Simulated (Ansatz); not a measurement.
# TiC: stress in a strained cell

Aim: deform TiC (zz strain of -1 %) and compute stress, forces and field gradients with LAPW, PAW and all-electron datasets made for the crystal.

Program: Ansatz 0.2.0. Level of theory: DFT PBEsol, scalar-relativistic. These are calculated values, not measurements.

### 1 Starting point

The structure is cubic, space group Fm-3m (No. 225). The conventional cell has a = 4.328 Å, b = 4.328 Å, c = 4.328 Å, α = 90.00°, β = 90.00°, γ = 90.00°. Around Ti (site symmetry m-3m) lie 6 C at 2.16 Å. Around C (site symmetry m-3m) lie 6 Ti at 2.16 Å.

Coordinates:

```xyz
2
Lattice="0.0000 2.1640 2.1640 2.1640 0.0000 2.1640 2.1640 2.1640 0.0000" Properties=species:S:1:pos:R:3 pbc="T T T"
Ti    0.0000    0.0000    0.0000
C     2.1640    2.1640    2.1640
```

Atoms are numbered in the order of the input: Ti1, C2.

### 2 The deformed structure

Space group Fm-3m before, I4/mmm after.

### 3 Full-potential LAPW

input.yaml reads:

```yaml
crystal:
  lattice:
    - [0.0, 2.164, 2.14236]
    - [2.164, 0.0, 2.14236]
    - [2.164, 2.164, 0.0]
  atoms:
    - { symbol: Ti, position: [0.0, 0.0, 0.0] }
    - { symbol: C, position: [0.5, 0.5, 0.5] }
kpoints:
  mp_grid: { grid: [14, 14, 14] }
  band_path:
    path:
      - [0.0, 0.0, 0.0]
      - [0.0, 0.5, 0.5]
      - [0.25, 0.75, 0.5]
      - [0.0, 0.5, 0.0]
      - [0.0, 0.0, 0.0]
      - [0.5, 0.5, 0.0]
      - [0.3775380063, 0.6224619937, 0.0]
      - [-0.3775380063, 0.3775380063, 0.0]
      - [0.0, 0.0, 0.0]
    npoints: 5
scf:
  occupations: { method: fermi_dirac, width: 0.03 }
hamiltonian:
  xc: pbesol
  pseudopotentials: { kind: all_electron, lapw: { basis_error: 0.00025 } }
output:
  forces: true
  stress: true
  eigenvalues: true
```

Run with:

```console
ansatz run input.yaml --threads 1 --pin off --max-ram 3072MiB --backend cpu --events-out ev --progress --plain --runs-dir out
```

The program printed, shortened:

```text
LAPW: plane waves up to 9.866 Å⁻¹, error target 2.5e-4 eV per atom; small_component_spin mean_spin; C in spheres of 0.937 Å, 6 of its electrons in bands, Dirac shells []; Ti in spheres of 1.206 Å, 18 of its electrons in bands, Dirac shells []
[...]
Pseudopotentials: kind: all_electron
Pseudopotential: Ti, LAPW, valence charge 18, Koelling and Harmon's equation, gaussian nucleus
Pseudopotential: C, LAPW, valence charge 6, Koelling and Harmon's equation, gaussian nucleus
Functional definition: PBEsol
[...]
Crystal: 2 atoms, lattice volume = 20.065 Å³
Basis set: ecut = 370.8376088545522 eV, 331 PW (Γ), exchange–correlation at level 2
Bands: 16, of which v1, the nominal top of the filled ones, is band 12 counted from 1 (11 counted from 0)
Symmetry: 16 space group operations
Space group: I4/mmm (ITA 139), of the structure as read, at distance tolerance 2.7e-5 Å
k-points: 244 of 2744
[...]
SCF iter   1: F=—  HF=-24244.234286 eV  |F-HF|=—  |Δ(HF+E_count)|=         —  Δρ=1.56e-1  dr2=6.01e0  ethr=2.50e-2  ⟨swp⟩=2.0  Hψ=24499  notcnv=0
[...]
the basis was enlarged: its passes take 199.5 KiB over the memory plan, 1 of 1 planned eigensolver slots
[...]
SCF iter   8: F=-24242.020923 eV  HF=-24242.020923 eV  |F-HF|=9.88e-8  |Δ(HF+E_count)|=   7.32e-7  Δρ=1.26e-5  dr2=3.63e-8  ethr=3.74e-9  ⟨swp⟩=2.0  Hψ=11097  notcnv=0
[...]
NSCF: frozen V_eff on 41 k-points
SCF converged after 8 iterations
Free energy (F): -24242.020923 eV
[...]
E sigma→0 (E₀):  -24242.020471 eV
Entropy (-TS):   -0.000904 eV (-0.452 meV/atom)
Fermi energy:    15.236341 eV
[...]
--- Forces (eV/Å), atoms counted from 1 ---
  atom   1  Ti    -0.00000000     0.00000000     0.00000000
  atom   2  C      0.00000000     0.00000000     0.00000000
[...]
--- Stress (GPa, compression-positive) ---
       -5.012416       0.000000       0.000000
        0.000000      -5.012416       0.000000
        0.000000       0.000000      -0.963559
  P = ⅓ Tr σ = -3.6628 GPa (-36.628 kbar)
--- Band table (eV; the first three rows and the last of 244) ---
  k-point 0: bands = ["-422.4642", "-422.4642", "-422.4549", "-248.0805", "-41.0104", "-17.1474", "-17.1474", "-17.1362", "2.8107", "15.8908", "15.8908", "15.9677", "16.9468", "16.9468", "16.9687", "16.9861"]
[...]
```

Run time: 39 s. Hardware: 1 thread of Arm Neoverse V1, shared host; peak memory 0.67 GiB.

Result: pressure -3.66 GPa; no gap.

### 4 Frozen-core PAW

input.yaml reads:

```yaml
crystal:
  lattice:
    - [0.0, 2.164, 2.14236]
    - [2.164, 0.0, 2.14236]
    - [2.164, 2.164, 0.0]
  atoms:
    - { symbol: Ti, position: [0.0, 0.0, 0.0] }
    - { symbol: C, position: [0.5, 0.5, 0.5] }
kpoints:
  mp_grid: { grid: [14, 14, 14] }
scf:
  occupations: { method: fermi_dirac, width: 0.03 }
hamiltonian:
  xc: pbesol
  pseudopotentials: { kind: paw }
output:
  forces: true
  stress: true
  eigenvalues: true
  efg: { contact_densities: true }
```

Run with:

```console
ansatz run input.yaml --threads 1 --pin off --max-ram 3072MiB --backend cpu --events-out ev --progress --plain --runs-dir out
```

The program printed, shortened:

```text
[...]
Pseudopotentials: kind: paw
Pseudopotential: Ti, paw, valence charge 12, recommended cutoff 420 eV (normal)
Pseudopotential: C, paw, valence charge 4, recommended cutoff 420 eV (normal)
[... 1 set-up line as earlier in the session ...]
[...]
Crystal: 2 atoms, lattice volume = 20.065 Å³
Basis set: ecut = 420 eV, 395 PW (Γ), exchange–correlation on 48×48×48 points (8 copies of the dense FFT grid, shifted against one another)
Bands: 12, of which v1, the nominal top of the filled ones, is band 8 counted from 1 (7 counted from 0)
[... 2 set-up lines as earlier in the session ...]
k-points: 244 of 2744
[...]
SCF iter   1: F=—  HF=-2722.420457 eV  |F-HF|=—  |Δ(HF+E_count)|=         —  Δρ=1.04e-2  dr2=2.43e-2  ethr=1.77e-3  ⟨swp⟩=4.4  Hψ=13959  notcnv=0
[...]
Fermi energy:    14.789233 eV
[...]
--- Forces (eV/Å), atoms counted from 1 ---
  atom   1  Ti    -0.00000000     0.00000000     0.00000000
  atom   2  C      0.00000000     0.00000000     0.00000000
[...]
--- Stress (GPa, compression-positive) ---
       -4.982651       0.000000       0.000000
        0.000000      -4.982651       0.000000
        0.000000       0.000000      -0.934676
  P = ⅓ Tr σ = -3.6333 GPa (-36.333 kbar)
--- PAW observables at the nuclei: V_zz in 10²¹ V/m², potentials from the cell's mean, atoms counted from 1 ---
  atom   1  Ti V_zz =    -0.832802   η = 0.0000   by run symmetry: allowed
            electrostatic potential = -2533.093389 V   contact ρ = 56640.013721 e/Å³
  atom   2  C  V_zz =    -0.116329   η = 0.0000   by run symmetry: allowed
            electrostatic potential = -422.125081 V   contact ρ = 862.802140 e/Å³
--- Band table (eV; the first three rows and the last of 244) ---
  k-point 0: bands = ["-41.4571", "-17.5923", "-17.5923", "-17.5811", "2.3628", "15.4440", "15.4440", "15.5208", "16.4994", "16.4994", "16.5240", "16.5393"]
[...]
```

Wall time 6.4 s (1 thread of Arm Neoverse V1, shared host); peak memory 0.37 GiB.

This run gives: pressure -3.63 GPa; no gap; Vzz Ti1 -0.83 (η = 0.00), C2 -0.12 (η = 0.00) (10²¹ V/m²).

### 5 Datasets made for this crystal

Edit input.yaml of step 4 so:

```diff
@@ -14,3 +14,3 @@
   xc: pbesol
-  pseudopotentials: { kind: paw }
+  pseudopotentials: { kind: all_electron, datasets: crystal }
 output:
```

Run with:

```console
ansatz run input.yaml --threads 1 --pin off --max-ram 3072MiB --backend cpu --events-out ev --progress --plain --runs-dir out
```

The program printed, shortened:

```text
[...]
[... 1 set-up line as earlier in the session ...]
Pseudopotential: Ti, paw, valence charge 12, recommended cutoff 360 eV (normal), Koelling and Harmon's equation, gaussian nucleus
Pseudopotential: C, paw, valence charge 4, recommended cutoff 360 eV (normal), Koelling and Harmon's equation, gaussian nucleus
[... 1 set-up line as earlier in the session ...]
[...]
Crystal: 2 atoms, lattice volume = 20.065 Å³
Basis set: ecut = 360 eV, 331 PW (Γ), exchange–correlation on 40×40×40 points (8 copies of the dense FFT grid, shifted against one another)
Bands: 12, of which v1, the nominal top of the filled ones, is band 8 counted from 1 (7 counted from 0)
[... 2 set-up lines as earlier in the session ...]
k-points: 244 of 2744
[...]
--- Forces (eV/Å), atoms counted from 1 ---
  atom   1  Ti    -0.00000000    -0.00000000    -0.00000000
  atom   2  C      0.00000000     0.00000000    -0.00000000
[...]
--- Stress (GPa, compression-positive) ---
       -5.009412       0.000000       0.000000
        0.000000      -5.009412       0.000000
        0.000000       0.000000      -0.961196
  P = ⅓ Tr σ = -3.6600 GPa (-36.600 kbar)
--- PAW observables at the nuclei: V_zz in 10²¹ V/m², potentials from the cell's mean, atoms counted from 1 ---
  atom   1  Ti V_zz =    -0.833823   η = 0.0000   by run symmetry: allowed
            electrostatic potential = -2531.569063 V   contact ρ = 56686.994865 e/Å³
  atom   2  C  V_zz =    -0.115966   η = 0.0000   by run symmetry: allowed
            electrostatic potential = -421.350598 V   contact ρ = 862.949352 e/Å³
--- Band table (eV; the first three rows and the last of 244) ---
  k-point 0: bands = ["-41.0106", "-17.1476", "-17.1476", "-17.1365", "2.8107", "15.8907", "15.8907", "15.9676", "16.9468", "16.9468"]
[...]
```

Run time: 19 s. Hardware: 1 thread of Arm Neoverse V1, shared host; peak memory 0.55 GiB.

Result: pressure -3.66 GPa; no gap; Vzz Ti1 -0.83 (η = 0.00), C2 -0.12 (η = 0.00) (10²¹ V/m²).

### 6 Stress and forces compared

Stress (GPa, compression positive):

| method | xx | yy | zz | yz | xz | xy |
| --- | --- | --- | --- | --- | --- | --- |
| LAPW | -5.01 | -5.01 | -0.96 | 0.00 | 0.00 | 0.00 |
| PAW | -4.98 | -4.98 | -0.93 | 0.00 | 0.00 | 0.00 |
| crystal datasets | -5.01 | -5.01 | -0.96 | 0.00 | 0.00 | 0.00 |

| method | pressure (GPa) | Vzz Ti1 (10²¹ V/m²) | Vzz C2 (10²¹ V/m²) | SCF cycles, all passes |
| --- | --- | --- | --- | --- |
| LAPW | -3.66 | – | – | 8 |
| PAW | -3.63 | -0.83 | -0.12 | 6 |
| crystal datasets | -3.66 | -0.83 | -0.12 | 9 |

### 7 Outcome

```
                                 quantity                                              value
                                 pressure  LAPW -3.66, PAW -3.63, crystal datasets -3.66 GPa
largest shear or deviatoric stress (LAPW)                                           2.70 GPa
```

What this shows: The largest part of the stress beyond the pressure is 2.70 GPa in size, in the zz component; the atoms are carried along and not relaxed. No run of the undeformed cell stands beside it, so the pressure holds what the given cell had before the change. PAW: stress within 0.03 GPa of LAPW. Crystal datasets: stress within 0.01 GPa of LAPW.
